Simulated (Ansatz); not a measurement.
**CH3FInO radical: one species, many methods**

An exercise on one series of results from a longer session: the logs are not shown, and one member is left open.

Method: functionals in def2-TZVPP, the program's frozen cores in correlated methods; program: Ansatz 0.2.0, Gaussian basis.

Levels to be run: LDA (SPW92), PBE-D4, revPBE-D4, BLYP-D4, r2SCAN-D4, B97M-V, PBE0-D4, B3LYP-D4, r2SCANh-D4, r2SCAN0-D4, HSE06-D4, BHLYP-D4, CAM-B3LYP-D4, LC-ωPBE, ωB97X-V, ωB97M-V, B2PLYP, PBE-QIDH; CCSD(T)/def2-SVP; CCSD(T)/def2-TZVPP; MP2/def2-QZVPP; extrapolation to the limit; RPA on PBE.

### The relaxed structure

The geometry comes from an earlier relaxation with PBE0-D4 in a triple-zeta def2 set; it is a stationary point, not always the lowest conformer. In takes the def2 core potential; no spin-orbit term is included.

SMILES `C[O][In][F]`, 7 atoms, charge 0, spin multiplicity 2.

Atoms are counted from 1 here; the program's logs count them from 0.

Bond lengths: C1–O2 1.411 Å, C1–H5 1.097 Å, C1–H6 1.096 Å, C1–H7 1.096 Å, O2–In3 2.011 Å, In3–F4 1.974 Å. Angles: O2–C1–H5 113.9°, O2–C1–H6 109.5°, O2–C1–H7 109.6°, H5–C1–H6 107.6°, H5–C1–H7 107.6°, H6–C1–H7 108.5°, C1–O2–In3 118.1°, O2–In3–F4 112.2°.

Set-up of the first run:

Contents of in.yaml:

```yaml
crystal:
  periodic: [false, false, false]
  atoms:
    - {symbol: C, position_ang: [0.217515, 0.862652, 0.000141]}
    - {symbol: O, position_ang: [-0.179686, 0.100866, 1.119381]}
    - {symbol: In, position_ang: [-0.613897, -1.842286, 0.837027]}
    - {symbol: F, position_ang: [-0.411846, -2.383586, -1.050096]}
    - {symbol: H, position_ang: [0.236196, 0.296442, -0.939324]}
    - {symbol: H, position_ang: [-0.472917, 1.703557, -0.133596]}
    - {symbol: H, position_ang: [1.224635, 1.262345, 0.166456]}
basis:
  gaussian: {orbitals: def2-TZVPP}
magnetization: {spin_polarized: true, initial_magnetization: 1}
hamiltonian: {xc: lda}
output: {orbitals: {seedname: orbitals}}
```

Run with:

```
> ansatz run in.yaml --threads 2 --pin off --events-out ev --progress --plain --max-ram 32768MiB --backend cpu
```

Steps of the session up to this table: LDA; PBE-D4 (GGA); revPBE-D4 (GGA); BLYP-D4 (GGA); r2SCAN-D4 (meta-GGA); B97M-V (meta-GGA); PBE0-D4 (hybrid); B3LYP-D4 (hybrid); r2SCANh-D4 (hybrid); r2SCAN0-D4 (hybrid); HSE06-D4 (hybrid); BHLYP-D4 (hybrid); CAM-B3LYP-D4 (range-separated); LC-ωPBE (range-separated); ωB97X-V (range-separated); ωB97M-V (range-separated); B2PLYP (double hybrid); PBE-QIDH (double hybrid).

One of the session's tables, all rows but one given; the rest of the session is left out.

It belongs to the step «Frontier levels by functional». 

```
  functional  HOMO (eV)  LUMO (eV)  gap (eV)
 LDA (SPW92)      -6.14      -5.45      0.69
      PBE-D4      -5.96      -5.08      0.89
   revPBE-D4      -5.90      -4.93      0.97
     BLYP-D4      -5.84      -5.11      0.72
   r2SCAN-D4      -6.37      -4.81      1.56
      B97M-V      -6.03      -5.20      0.83
     PBE0-D4      -7.15      -4.24      2.91
    B3LYP-D4      -6.94      -4.66      2.29
  r2SCANh-D4      -6.82      -4.51      2.31
  r2SCAN0-D4      -7.48      -4.06      3.42
    HSE06-D4      -6.75      -4.61      2.15
    BHLYP-D4      -8.18      -3.55      4.63
CAM-B3LYP-D4      -8.45      -3.44      5.00
     LC-ωPBE      -9.70      -1.94      7.76
     ωB97X-V          ?          ?         ?
     ωB97M-V      -9.29      -2.56      6.73
```

Q: Estimate the row for ωB97X-V from the others.

As computed: HOMO (eV): -9.27; LUMO (eV): -2.32; gap (eV): 6.96. In the column «HOMO (eV)» it lies between ωB97M-V (-9.29) and CAM-B3LYP-D4 (-8.45).
